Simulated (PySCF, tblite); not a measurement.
**C₇H₁₂: geometry, infrared bands, NMR shifts, spin-spin couplings and electronic excitations**

Aim: predict the infrared bands, NMR shifts, spin-spin couplings and electronic excitations of C₇H₁₂ (`C=CC(=C)C(C)C`).

The runs use tblite 0.8.0 and PySCF 2.14.0, with density-fitted response routines of our own; the level of theory stands in each step. All values are computed, except where a source is named. Atoms are numbered from 0 throughout.

## 1. The starting structure

19 atoms, charge 0, multiplicity 1; geometry from: force field or distance geometry start.

Bonds of the start (Å): C0–C1 1.31, C1–C2 1.48, C2–C3 1.32, C2–C4 1.47, C4–C5 1.53, C4–C6 1.49, C0–H7 1.08, C0–H8 1.11, C1–H9 1.10, C3–H10 1.10, C3–H11 1.11, C4–H12 1.11, C5–H13 1.10, C5–H14 1.12, C5–H15 1.11, C6–H16 1.13, C6–H17 1.12, C6–H18 1.11.

## 2. Geometry optimisation with GFN2-xTB

Job settings and geometry (Å):

```
{"job": {"kind": "relax", "xc": "GFN2-xTB", "basis": "xTB"}, "charge": 0, "multiplicity": 1}
C     -2.022500     1.493300     0.059900
C     -1.912700     0.228300     0.400700
C     -0.653200    -0.528300     0.270300
C     -0.695700    -1.787400     0.653900
C      0.583800     0.041600    -0.269500
C      1.697100    -0.997900    -0.364300
C      1.139700     1.210800     0.466800
H     -1.217400     2.086900    -0.353400
H     -3.020700     1.939200     0.222500
H     -2.784700    -0.291900     0.831000
H      0.191300    -2.442100     0.592000
H     -1.624700    -2.231100     1.071300
H      0.387300     0.358000    -1.316100
H      1.412000    -1.799500    -1.059600
H      1.951000    -1.399000     0.649200
H      2.592300    -0.449500    -0.733800
H      1.171800     2.122700    -0.192700
H      0.584600     1.442100     1.406100
H      2.210800     1.013100     0.688600
```

Started as:

```sh
$ OMP_NUM_THREADS=1 python probes_run.py task.json out
```

This one command runs all jobs of the session in turn.

**Question.** This job is followed by: GFN2-xTB harmonic vibrations, gas phase; PBE0-D3(BJ)/def2-SVP geometry optimisation, gas phase; GIAO PBE0/pcSseg-1 NMR shielding, non-relativistic, gas phase; B3LYP/pcJ-1 indirect spin-spin coupling, non-relativistic, gas phase; TDDFT wB97X-D/def2-SVPD, vertical, gas phase, core orbitals frozen in the response; GIAO wB97X-D/pcSseg-1 NMR shielding, non-relativistic, gas phase. What will the session give for the following? strongest single infrared mode (GFN2-xTB); zero-point energy (GFN2-xTB); point group; rotational constants (main isotopes); ¹³C shifts against TMS (PBE0/pcSseg-1, means over atoms taken as alike); ¹H shifts against TMS (PBE0/pcSseg-1, means over atoms taken as alike); largest coupling of the table (B3LYP/pcJ-1); lowest singlet (wB97X-D/def2-SVPD); lowest triplet; vertical ionisation energy (ΔSCF); range of the shift of C0.

The runs gave:

| quantity | value |
| --- | --- |
| strongest single infrared mode (GFN2-xTB) | 3028 cm⁻¹, 82 km/mol |
| zero-point energy (GFN2-xTB) | 105.0 kcal/mol |
| point group | C1 |
| rotational constants (main isotopes) | 3.50, 2.10, 1.57 GHz |
| ¹³C shifts against TMS (PBE0/pcSseg-1, means over atoms taken as alike) | 160.9, 147.8, 122.5, 119.3, 29.2, 23.6 ppm |
| ¹H shifts against TMS (PBE0/pcSseg-1, means over atoms taken as alike) | 6.48, 5.49, 5.38, 5.32, 5.26, 2.43, 1.09 ppm |
| largest coupling of the table (B3LYP/pcJ-1) | ¹J(C,H) C0–H8, 170.4 Hz |
| lowest singlet (wB97X-D/def2-SVPD) | 5.77 eV (215 nm), f = 0.535 |
| lowest triplet | 3.30 eV |
| vertical ionisation energy (ΔSCF) | 8.58 eV |
| range of the shift of C0 | 119.3 to 120.2 ppm |

**Reading.** The optimisation took 108 steps and gained 0.586 eV; among the close pairs (by a distance rule), C2–C4 changed most, from 1.465 to 1.512 Å (GFN2-xTB). All 51 modes are real, so the xTB geometry is a minimum. GFN2-xTB is a fitted tight-binding method: band positions and strengths are rough. Its intensities can rank the bands wrongly. The most deshielded hydrogen is H9 (hydrogen on an alkene CH), at 6.48 ppm: attached to an sp2 carbon and in the plane of the double bond. At PBE0/pcSseg-1: The widest tensor belongs to C2: span 250 ppm, with a paramagnetic part of -237 ppm. In the run at B3LYP/pcJ-1, the largest coupling of the table is C0–H8, 170.4 Hz, of which the Fermi-contact term gives 169.3 Hz. Couplings across rotatable bonds belong to this one conformer; where others are populated, the observed values are averages. The lowest singlet, at 5.77 eV, is HOMO→LUMO 0.97 and is bright. The lowest triplet lies 2.48 eV below the lowest singlet (triplets in Tamm-Dancoff, singlets in full TDDFT). At wB97X-D/def2-SVPD, the highest states lie near or above the ionisation energy, where they hang on the basis. Across the 2 runs the shift of C0 moves most, between 119.3 (PBE0/pcSseg-1) and 120.2 ppm (wB97X-D/pcSseg-1).
